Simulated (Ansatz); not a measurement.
# CH2Cl2 (dichloromethane): wB97M-V/aug-cc-pVDZ

What is the electronic atomisation energy of CH2Cl2 (dichloromethane) at wB97M-V/aug-cc-pVDZ? 

Program for the calculation: Ansatz 0.2.0.

50 further runs of the same task are left out: 50 set aside as unsound or not needed.

### 1 The structure to begin with

CH2Cl2: 5 atoms, total charge 0, spin state singlet. As SMILES, `ClCCl`. The shape is that of a PBE0-D4/def2-TZVP optimisation.

Bond lengths: Cl1–C2 1.762 Å, C2–Cl3 1.762 Å, C2–H4 1.086 Å, C2–H5 1.086 Å. Angles: Cl1–C2–Cl3 112.9°, Cl1–C2–H4 108.1°, Cl1–C2–H5 108.1°, Cl3–C2–H4 108.1°, Cl3–C2–H5 108.1°, H4–C2–H5 111.4°.

### 2 A single-point energy at wB97M-V/aug-cc-pVDZ

Contents of run.yaml:

```yaml
crystal:
  periodic: [false, false, false]
  atoms:
    - symbol: Cl
      position_ang: [1.630750, -0.338670, 0.265360]
    - symbol: C
      position_ang: [-0.101090, -0.082670, 0.062890]
    - symbol: Cl
      position_ang: [-0.474220, 1.284450, -0.984760]
    - symbol: H
      position_ang: [-0.525010, -0.976700, -0.384090]
    - symbol: H
      position_ang: [-0.530410, 0.113600, 1.040610]
basis:
  gaussian:
    orbitals: aug-cc-pVDZ
hamiltonian:
  xc: {name: wB97M-V}
output:
  orbitals: {seedname: orbitals}
accuracy: high
```

On the command line:

```console
$ ansatz run run.yaml --threads 1 --pin off --max-ram 3480MiB --events-out events.jsonl --progress --plain --runs-dir runs
```

Standard output:

```text
Warning: RAYON_NUM_THREADS=1 ignored (pool sized by the plan → 1); use --threads N
Functional definition: wB97M-V
  name "wB97M-V"
  parameter omega = 0.3/bohr
  parameter cx = 0.15
  parameter cx01 = 1.007
  parameter cx10 = 0.259
  parameter css00 = 0.443
  parameter css04 = -1.437
  parameter css10 = -4.535
  parameter css20 = -3.390
  parameter css43 = 4.278
  parameter cos00 = 1.000
  parameter cos10 = 1.358
  parameter cos20 = 2.924
  parameter cos21 = -8.812
  parameter cos60 = -1.390
  parameter cos61 = 9.142
  parameter b = 6.0
  parameter c = 0.01
  gx(w, u) = 1 - cx + cx01*u + cx10*w
  gss(w, u) = css00 + css04*u^4 + css10*w + css20*w^2 + css43*w^4*u^3
  gos(w, u) = cos00 + cos10*w + (cos20 + cos21*u)*w^2 + (cos60 + cos61*u)*w^6
  exchange = spin_sum(e_x_unif_sr(omega)*gx(b97_w, b97_u_x)) + cx*exact_x_sr(omega) + exact_x_lr(omega)
  correlation = spin_sum(e_c_pw_mod_same_spin*gss(b97_w, b97_u_same))
      + integral(e_c_pw_mod_opposite_spin*gos(b97_w_opposite, b97_u_opposite)) + vv10(b, c)
1907 factors; integrals over basis functions are off by at most 3.7e-9 eV
424 factors; integrals over basis functions are off by at most 1.4e-9 eV
mean field evaluation 1: about -26113.0121 eV, gradient 1.2e1 eV
mean field evaluation 2: about -26113.3637 eV, gradient 4.6e0 eV
mean field evaluation 4: about -26113.4202 eV, gradient 4.6e-1 eV
mean field evaluation 8: about -26113.4872 eV, gradient 2.6e-2 eV
mean field evaluation 16: about -26113.4872 eV, gradient 1.5e-5 eV
mean field -26113.48718829 eV, -959.6529538122 hartree, gradient 4.7e-8 eV, S^2 0.000000; 0 other end points of the search recorded, 0 dependent functions left out
reference -26113.48719552 eV, -959.6529540779 hartree; 21, 21 occupied and 74, 74 virtual orbitals, 1907 factors
Total energy: -26113.48719552 eV, -959.6529540779 hartree
```

Wall time 53 s (1 thread of Arm Neoverse V2, shared host); peak memory 0.53 GiB.

### 3 The C atom, same level

Contents of input.yaml:

```yaml
basis:
  gaussian:
    orbitals: aug-cc-pVDZ
crystal:
  periodic: [false, false, false]
  atoms:
    - {symbol: C, position_ang: [0.000000, 0.000000, 0.000000]}
magnetization:
  spin_polarized: true
  initial_magnetization: 2
accuracy: high
hamiltonian:
  xc: {name: wB97M-V}
```

Run the same way, it converges to -37.84123 Eh (log not shown).

### 4 The Cl atom at the same level

Contents of in.yaml:

```yaml
crystal:
  periodic: [false, false, false]
  atoms:
    - {symbol: Cl, position_ang: [0.000000, 0.000000, 0.000000]}
basis:
  gaussian: {orbitals: aug-cc-pVDZ}
magnetization: {spin_polarized: true, initial_magnetization: 1}
hamiltonian: {xc: {name: wB97M-V}}
accuracy: high
```

Run the same way, it converges to -460.12090 Eh (log not shown).

### 5 The H atom at the same level

Changes to in.yaml since step 4:

```diff
@@ -3,3 +3,3 @@
   atoms:
-    - {symbol: Cl, position_ang: [0.000000, 0.000000, 0.000000]}
+    - {symbol: H, position_ang: [0.000000, 0.000000, 0.000000]}
 basis:
```

Run the same way, it converges to -0.49284 Eh (log not shown).

### 6 Outcome

At wB97M-V/aug-cc-pVDZ:

| quantity | value |
| --- | --- |
| molecule: total energy | -959.65295 Eh |
| molecule: HOMO energy | -11.08 eV |
| molecule: LUMO energy | 0.36 eV |
| molecule: HOMO–LUMO gap | 11.44 eV |
| C atom: total energy | -37.84123 Eh |
| C atom: ⟨S²⟩ | 2.002 |
| Cl atom: total energy | -460.12090 Eh |
| Cl atom: ⟨S²⟩ | 0.752 |
| H atom: total energy | -0.49284 Eh |
| H atom: ⟨S²⟩ | 0.750 |
| electronic atomisation energy | 15.898 eV |

What this shows: Taking the molecule apart into free atoms costs 15.90 eV (367 kcal/mol), before zero-point energy and without spin-orbit coupling.
